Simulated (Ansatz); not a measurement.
# CH5FSn: how energies converge with the basis set

The task here is to estimate one member of a computed series from the others.

Program: Ansatz 0.2.0, Gaussian basis. Level of theory: one geometry, several basis sets. These are calculated values, not measurements.

Plan: PBE0-D4/def2-SVP; ωB97M-V/def2-SVP; PBE0-D4/def2-QZVPP; ωB97M-V/def2-QZVPP; the functionals' def2-TZVPP values are taken from earlier runs.

### The relaxed structure

All runs share one geometry, relaxed beforehand with PBE0-D4 in a triple-zeta def2 set. Sn takes the def2 core potential; no spin-orbit term is included.

SMILES `[CH3][SnH2][F]`, 8 atoms, charge 0, spin multiplicity 1.

Atoms are counted from 1 here; the program's logs count them from 0.

Bond lengths: C1–Sn2 2.124 Å, C1–H4 1.090 Å, C1–H5 1.090 Å, C1–H6 1.091 Å, Sn2–F3 1.932 Å, Sn2–H7 1.706 Å, Sn2–H8 1.706 Å. Angles: Sn2–C1–H4 109.4°, Sn2–C1–H5 109.3°, Sn2–C1–H6 110.4°, H4–C1–H5 109.3°, H4–C1–H6 109.2°, H5–C1–H6 109.2°, C1–Sn2–F3 104.3°, C1–Sn2–H7 114.7°, C1–Sn2–H8 114.7°, F3–Sn2–H7 104.3°, F3–Sn2–H8 104.3°, H7–Sn2–H8 112.9°.

The first run:

The input, in.yaml:

```yaml
crystal:
  periodic: [false, false, false]
  atoms:
    - {symbol: C, position_ang: [-0.890223, 0.708220, -0.186664]}
    - {symbol: Sn, position_ang: [0.793652, -0.509108, 0.253629]}
    - {symbol: F, position_ang: [0.721943, -1.917886, -1.065858]}
    - {symbol: H, position_ang: [-0.791718, 1.111832, -1.193937]}
    - {symbol: H, position_ang: [-1.795802, 0.105146, -0.127052]}
    - {symbol: H, position_ang: [-0.959778, 1.531717, 0.525110]}
    - {symbol: H, position_ang: [0.710247, -1.326501, 1.748811]}
    - {symbol: H, position_ang: [2.303879, 0.239481, -0.009840]}
basis:
  gaussian: {orbitals: def2-SVP}
hamiltonian: {xc: pbe0, dispersion: d4}
output: {orbitals: {seedname: orbitals}}
```

Steps of the session up to this table: PBE0-D4 in def2-SVP; ωB97M-V in def2-SVP; PBE0-D4 in def2-QZVPP; ωB97M-V in def2-QZVPP.

One of the session's tables, all rows but one given; the rest of the session is left out.

It belongs to the step «Functionals by basis». 

| functional | basis | HOMO (eV) | LUMO (eV) |
| --- | --- | --- | --- |
| PBE0-D4 | def2-SVP | -8.60 | -0.02 |
| PBE0-D4 | def2-TZVPP | -8.71 | -0.39 |
| PBE0-D4 | def2-QZVPP | -8.72 | -0.48 |
| ωB97M-V | def2-SVP | ? | ? |
| ωB97M-V | def2-TZVPP | -10.91 | 1.07 |
| ωB97M-V | def2-QZVPP | -10.92 | 0.79 |

Estimate the missing values for ωB97M-V, def2-SVP.

**Answer.** HOMO (eV): -10.79; LUMO (eV): 1.71. In the column «HOMO (eV)» it lies between ωB97M-V, def2-TZVPP (-10.91) and PBE0-D4, def2-QZVPP (-8.72).
